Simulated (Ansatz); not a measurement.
## CH7AlGeSi, SMILES [SiH3][GeH]1[CH2][AlH]1: a single point from an input written key by key, step by step

Computed with the Ansatz DFT code, driven from Python.

At the Python prompt:
```pycon
>>> import ansatz as az
>>> import numpy as np
>>> deck = {
...     "crystal": {
...         "periodic": [False, False, False],
...         "atoms": [
...             {"symbol": "Si", "position_ang": [-0.7893, 1.7615, -0.2206]},
...             {"symbol": "Ge", "position_ang": [0.7256, 0.149, -0.6255]},
...             {"symbol": "C", "position_ang": [1.061, -1.0512, 0.8439]},
...             {"symbol": "Al", "position_ang": [-0.2905, -1.9867, -0.0121]},
...             {"symbol": "H", "position_ang": [-2.0868, 1.4583, -0.9432]},
...             {"symbol": "H", "position_ang": [-1.0893, 1.9186, 1.2118]},
...             {"symbol": "H", "position_ang": [-0.3029, 3.0945, -0.7289]},
...             {"symbol": "H", "position_ang": [1.3382, -0.0814, -2.0505]},
...             {"symbol": "H", "position_ang": [2.0876, -1.5312, 0.8273]},
...             {"symbol": "H", "position_ang": [0.8501, -0.6118, 1.8697]},
...             {"symbol": "H", "position_ang": [-1.4384, -3.1767, -0.1513]},
...         ],
...     },
...     "basis": {"gaussian": {"orbitals": "def2-SVP", "nuclear_model": "gaussian"}},
...     "hamiltonian": {"xc": "pbe0"},
...     "output": {"forces": True},
... }
>>> session = az.Session.from_dict(deck)
>>> r = session.plan(threads=1).execute().report

>>> for key in ("converged", "free_energy_ev", "reference_energy_ev", "n_frozen", "n_occupied", "n_virtual"):
...     print(f"{key:22s} {r[key]}")
...
converged              True
free_energy_ev         -72113.92796267678
reference_energy_ev    -72113.92796267678
n_frozen               0
n_occupied             [36, 36]
n_virtual              [81, 81]
>>> symbols = ["Si", "Ge", "C", "Al", "H", "H", "H", "H", "H", "H", "H"]
>>> state = r["mean_field"]["state"]
>>> print(f"mean field: {state['energy']['hartree']:.7f} Ha, <S^2> = {abs(state['spin_squared']):.4f}, stability: {state.get('stability', {}).get('kind')}")
mean field: -2650.1379721 Ha, <S^2> = 0.0000, stability: minimum
>>> forces = np.array(r["forces_ev_ang"])
>>> print("largest force", round(float(np.linalg.norm(forces, axis=1).max()), 4), "eV/A, rms", round(float(np.sqrt((forces ** 2).mean())), 4))
largest force 3.7889 eV/A, rms 0.9761
>>> charges = r["charge_distribution"]
>>> dipole = np.array(charges["dipole_moment_e_ang"]) * 4.803205
>>> print("dipole (D): {:.3f} {:.3f} {:.3f}, length {:.3f}".format(*dipole, np.linalg.norm(dipole)))
dipole (D): 0.767 -1.634 1.030, length 2.079
>>> print("atom  Mulliken   Lowdin")
atom  Mulliken   Lowdin
>>> for symbol, m, l in zip(symbols, charges["mulliken_charges_e"], charges["lowdin_charges_e"]):
...     print(f"{symbol:4s} {m:9.3f} {l:8.3f}")
...
Si       0.209    0.257
Ge      -0.176   -0.182
C       -0.464   -0.179
Al       0.472    0.257
H       -0.050   -0.065
H       -0.060   -0.058
H       -0.057   -0.068
H        0.003    0.005
H        0.108    0.060
H        0.115    0.066
H       -0.100   -0.092
```

These settings explore the input space; basis and method may be short of convergence. The geometry is a force-field or estimated start, not a minimum of this method, and the basis set is short of its limit. The Löwdin charges here are taken after orthogonalising the functions within each atom; they differ from plain Löwdin charges, and their signs can be unphysical. Finished in 7.3 s on 1 thread of Arm Neoverse V1 (shared host), peak memory 0.32 GiB.

(Lines on the test bed's own set-up are left out of the output.)
